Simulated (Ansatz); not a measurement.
Here is an Ansatz 0.2.0 calculation.

File input.yaml:

```yaml
crystal:
  lattice:
    - [4.1981056157, 0.0, 0.0]
    - [-2.0990528078, 3.6356661109, 0.0]
    - [0.0, 0.0, 3.306847]
  atoms:
    - { symbol: Sn, position: [0.3333333333, 0.6666666667, 0.5] }
    - { symbol: Al, position: [0.0, 0.0, 0.0] }
hamiltonian:
  xc: revpbe
  pseudopotentials: { kind: paw }
kpoints:
  mp_grid: { grid: [7, 7, 8] }
  band_path:
    path:
      - [[0.0, 0.0, 0.0], [0.5, 0.0, 0.0], [0.3333333333, 0.3333333333, 0.0], [0.0, 0.0, 0.0], [0.0, 0.0, 0.5], [0.5, 0.0, 0.5], [0.3333333333, 0.3333333333, 0.5], [0.0, 0.0, 0.5]]
      - [[0.5, 0.0, 0.5], [0.5, 0.0, 0.0]]
      - [[0.3333333333, 0.3333333333, 0.0], [0.3333333333, 0.3333333333, 0.5]]
    npoints: 14
scf:
  occupations: { method: fermi_dirac, width: 0.05 }
  n_extra_bands: 6
output:
  forces: true
  stress: true
  eigenvalues: true
  fatbands: false
```

Potentials or basis: Ansatz PAW.

Command:

```bash
$ ansatz run input.yaml --threads 2 --pin off --max-ram 5632MiB --backend cpu --events-out ev --progress --plain --runs-dir out
```

**Question.** What does it give for the band gap on the k mesh?

**Answer.** None (metal or under the smearing width).

**Question.** Estimate the pressure.

**Answer.** 1.2 GPa.

Levels at the corners of the path, in eV from the Fermi level:
```
point  band 4  band 5  band 6  band 7  band 8  band 9  band 10  band 11  band 12  band 13
    Γ  -21.28  -21.28  -10.45   -0.23   -0.23    0.74     2.61     3.10     3.10     5.15
    M  -21.28  -21.28   -8.62   -6.34   -1.85    0.60     4.44     6.50     7.12     7.97
    K  -21.29  -21.29   -8.19   -6.34   -3.96    5.04     5.47     5.83     6.00     6.10
    Γ  -21.28  -21.28  -10.45   -0.23   -0.23    0.74     2.61     3.10     3.10     5.15
    A  -21.29  -21.23   -7.42   -6.22    2.72    2.72     3.56     3.56     3.79     4.21
    L  -21.27  -21.22   -5.71   -4.23   -3.18   -2.34     1.18     2.36     3.71     3.98
    H  -21.28  -21.22   -5.34   -3.63   -3.12   -2.59    -0.87     0.16     7.67     8.09
    A  -21.29  -21.23   -7.42   -6.22    2.72    2.72     3.56     3.56     3.79     4.21
    L  -21.27  -21.22   -5.71   -4.23   -3.18   -2.34     1.18     2.36     3.71     3.98
    M  -21.28  -21.28   -8.62   -6.34   -1.85    0.60     4.44     6.50     7.12     7.97
    K  -21.29  -21.29   -8.19   -6.34   -3.96    5.04     5.47     5.83     6.00     6.10
    H  -21.28  -21.22   -5.34   -3.63   -3.12   -2.59    -0.87     0.16     7.67     8.09
```

Caveat: spin-orbit coupling is left out, which moves the levels of the heavy elements; the PAW data sets come from PBE, with cores solved anew for the run's functional, which leaves a small shift of forces and pressure.
